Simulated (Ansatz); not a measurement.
# CH2GaN: small, medium and large basis sets

The task here is to estimate one member of a computed series from the others.

Program: Ansatz 0.2.0, Gaussian basis. Level of theory: one geometry, several basis sets. These are calculated values, not measurements.

The runs, in order: PBE0-D4/def2-SVP; ωB97M-V/def2-SVP; PBE0-D4/def2-QZVPP; ωB97M-V/def2-QZVPP; the functionals' def2-TZVPP values are taken from earlier runs.

## The geometry

All runs share one geometry, relaxed beforehand with PBE0-D4 in a triple-zeta def2 set.

5 atoms, charge 0, spin multiplicity 1.

Atoms are counted from 1 here; the program's logs count them from 0.

Bond lengths: C1–N2 1.153 Å, C1–H4 1.070 Å, Ga3–H5 1.656 Å. Angles: N2–C1–H4 173.6°.

Set-up of the first run:

File in.yaml:

```yaml
crystal:
  periodic: [false, false, false]
  atoms:
    - {symbol: C, position_ang: [-0.271379, -1.078997, 0.443532]}
    - {symbol: N, position_ang: [0.557342, -0.530912, 1.028872]}
    - {symbol: Ga, position_ang: [-0.197278, 1.184506, -1.141366]}
    - {symbol: H, position_ang: [-1.028632, -1.676278, -0.020042]}
    - {symbol: H, position_ang: [0.989946, 2.027981, -0.352396]}
basis:
  gaussian: {orbitals: def2-SVP}
hamiltonian: {xc: pbe0, dispersion: d4}
output: {orbitals: {seedname: orbitals}}
```

On the command line:

```
> ansatz run in.yaml --threads 2 --pin off --events-out ev --progress --plain --max-ram 4352MiB
```

Steps of the session up to this table: PBE0-D4 in def2-SVP; ωB97M-V in def2-SVP; PBE0-D4 in def2-QZVPP; ωB97M-V in def2-QZVPP.

One table of the session follows, with a row left open; its other results are not shown here.

It belongs to the step «Density functionals: the series». 

| functional | basis | HOMO (eV) | LUMO (eV) |
| --- | --- | --- | --- |
| PBE0-D4 | def2-SVP | ? | ? |
| PBE0-D4 | def2-TZVPP | -5.83 | -1.57 |
| PBE0-D4 | def2-QZVPP | -5.85 | -1.62 |
| ωB97M-V | def2-SVP | -7.77 | 0.23 |
| ωB97M-V | def2-TZVPP | -7.82 | 0.18 |
| ωB97M-V | def2-QZVPP | -7.85 | 0.00 |

Q: Estimate the row for PBE0-D4, def2-SVP from the others.

As computed: HOMO (eV): -5.79; LUMO (eV): -1.55. In the column «HOMO (eV)» it is the highest.
